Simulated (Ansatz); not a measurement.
Write a Python script for Ansatz 0.2.0 through its Python package that makes a projected density of states of Rh, space group P6_3/mmc. Use: LDA, PAW, cutoff 435 eV, 9×9×3 k-points, Fermi-Dirac smearing of 0.15 eV.

```yaml
crystal:
  lattice:
    - [2.69174, 0.00000, 0.00000]
    - [-1.34587, 2.33112, 0.00000]
    - [0.00000, 0.00000, 8.79807]
  atoms:
    - { symbol: Rh, position: [0.00000, 0.00000, 0.00000] }
    - { symbol: Rh, position: [0.33333, 0.66667, 0.25000] }
    - { symbol: Rh, position: [0.00000, 0.00000, 0.50000] }
    - { symbol: Rh, position: [0.66667, 0.33333, 0.75000] }
```

The script, `pdos_rh.py`:
```python
"""Which atoms and shells make the states of Rh."""

import warnings

import ansatz as az
import numpy as np

warnings.simplefilter("ignore", az.DeckWarning)

crystal = (
    az.Lattice.from_parameters(2.691745, 2.691745, 8.79807, alpha=90.0, beta=90.0, gamma=120.0)
    .atom("Rh", [0.0, 0.0, 0.0])
    .atom("Rh", [1 / 3, 2 / 3, 0.25])
    .atom("Rh", [0.0, 0.0, 0.5])
    .atom("Rh", [2 / 3, 1 / 3, 0.75])
)

model = (
    crystal.calculation()
    .kpoints(9, 9, 3)  # the mesh must be finer for metals
    .occupations("Fermi-Dirac", width=0.15)  # smearing steadies the SCF of a metal
    .basis(16 * az.Ha)
    .functional("lda")
    .scf(extra_bands=14)
    .density_of_states(projected=True, energy_step=0.05)
)
done = model.run(threads=1)
report = done.report

dos = done.density_of_states()
energy = np.asarray(dos.energies_ev) - dos.fermi_ev
curves = {}
for site in done.projected_density_of_states().sites:
    for shell in site.shells:
        weight = sum(np.sum(curve.g_bin_mean_per_ev, axis=0) for curve in shell.curves)
        name = f"{site.species} {shell.label}"
        curves[name] = curves.get(name, 0) + weight

step = energy[1] - energy[0]
windows = [(-10, -5), (-5, 0), (0, 4)]
print("states by shell in windows of E - E_F (eV):", windows)
for name, g in curves.items():
    print(f"{name:8s}", " ".join(f"{step * g[(energy >= a) & (energy < b)].sum():8.3f}" for a, b in windows))
filled = (energy < 0) & (energy > -10)
for name, g in curves.items():
    if g[filled].sum() * step > 0.5:
        print(f"centre of {name}: {np.average(energy[filled], weights=g[filled]):.2f} eV")
```

`python pdos_rh.py` gives:
```text
states by shell in windows of E - E_F (eV): [(-10, -5), (-5, 0), (0, 4)]
Rh 4S       0.026    0.003    0.009
Rh 5S       1.662    1.324    1.425
Rh 4P       0.051    0.110    0.013
Rh 4D       5.663   26.794    6.843
centre of Rh 5S: -4.52 eV
centre of Rh 4D: -3.01 eV
```

Notes:
- For a metal this k-point mesh is coarse: on a finer one energies can move by several to tens of meV an atom and pressures by half a GPa or more, differences at one mesh by less.
- This isn't the structure that Rh takes at ambient conditions.
- Curves are summed over the cell's atoms. Only shells that the potentials hold have channels, so projections don't add up to the total, least of all where a shell is missing (p of most metals); heights and places of peaks move with the mesh.
- The density of states is complete only as far up as bands were computed.
- A band centre counts only the states inside the window taken.
- Hardware and time: 3.5 s on 1 thread of Arm Neoverse V2 (shared host), peak memory 0.39 GiB.
